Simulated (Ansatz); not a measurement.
# LiInPt: the cost of one run

Computed with Ansatz 0.2.0 (DFT PBEsol, scalar-relativistic, plane waves, PAW, unless a step's input says otherwise).

## Step 1: The structure to begin with

It takes space group P-6m2 (No. 187, hexagonal). Conventional cell: a = 4.463 Å, b = 4.463 Å, c = 2.970 Å, α = 90.00°, β = 90.00°, γ = 120.00°. Around Li (site symmetry -6m2) lie 3 Pt at 2.58 Å. In (site symmetry -6m2) has 2 In at 2.97 Å and 6 Li at 2.97 Å and 6 Pt at 2.97 Å as nearest neighbours. Pt (site symmetry -6m2) is surrounded by 3 Li at 2.58 Å.

As a file:

```cif
data_structure
_symmetry_space_group_name_H-M 'P-6m2'
_symmetry_Int_Tables_number 187
_cell_length_a 4.4631
_cell_length_b 4.4631
_cell_length_c 2.9704
_cell_angle_alpha 90.000
_cell_angle_beta 90.000
_cell_angle_gamma 120.000
_cell_volume 51.24
loop_
_atom_site_label
_atom_site_type_symbol
_atom_site_symmetry_multiplicity
_atom_site_Wyckoff_symbol
_atom_site_fract_x
_atom_site_fract_y
_atom_site_fract_z
_atom_site_occupancy
Li1 Li 1 a 0.00000 0.00000 0.00000 1
In1 In 1 d 0.33333 0.66667 0.50000 1
Pt1 Pt 1 e 0.66667 0.33333 0.00000 1
```

It was made, by the change told below, from a structure of the Materials Project.

## Step 2: Substitution of an element, cell strained: Ir → Pt, first probe

The structure above already holds this change against its source: Pt takes all sites of Ir, and lengths are scaled by 0.993 as a first guess of the size; strain xx, yy, zz, yz, xz, xy = +3.0, +3.0, +3.0, +0.0, +0.0, +0.0 %.

Input file input.yaml:

```yaml
crystal:
  lattice:
    - [4.4631429587, 0.0, 0.0]
    - [-2.2315714793, 3.8651951829, 0.0]
    - [0.0, 0.0, 2.9703952697]
  atoms:
    - { symbol: Li, position: [0.0, 0.0, 0.0] }
    - { symbol: In, position: [0.33333333, 0.66666667, 0.5] }
    - { symbol: Pt, position: [0.66666667, 0.33333333, 0.0] }
basis:
  ecutwfc: 420
kpoints:
  mp_grid: { grid: [6, 6, 6] }
hamiltonian:
  xc: pbesol
scf:
  occupations: { method: gaussian, width: 0.1 }
output:
  forces: true
  stress: true
  eigenvalues: true
```

Launch:

```console
$ ansatz run input.yaml --threads 1 --pin off --max-ram 1331MiB --backend cpu --events-out ev --progress --plain --runs-dir out
```

**Question.** How long does this run take on 1 thread of an x86-64 CPU, shared host, and how much memory does it need?

About 4.2 s, with a peak of 0.37 GiB.
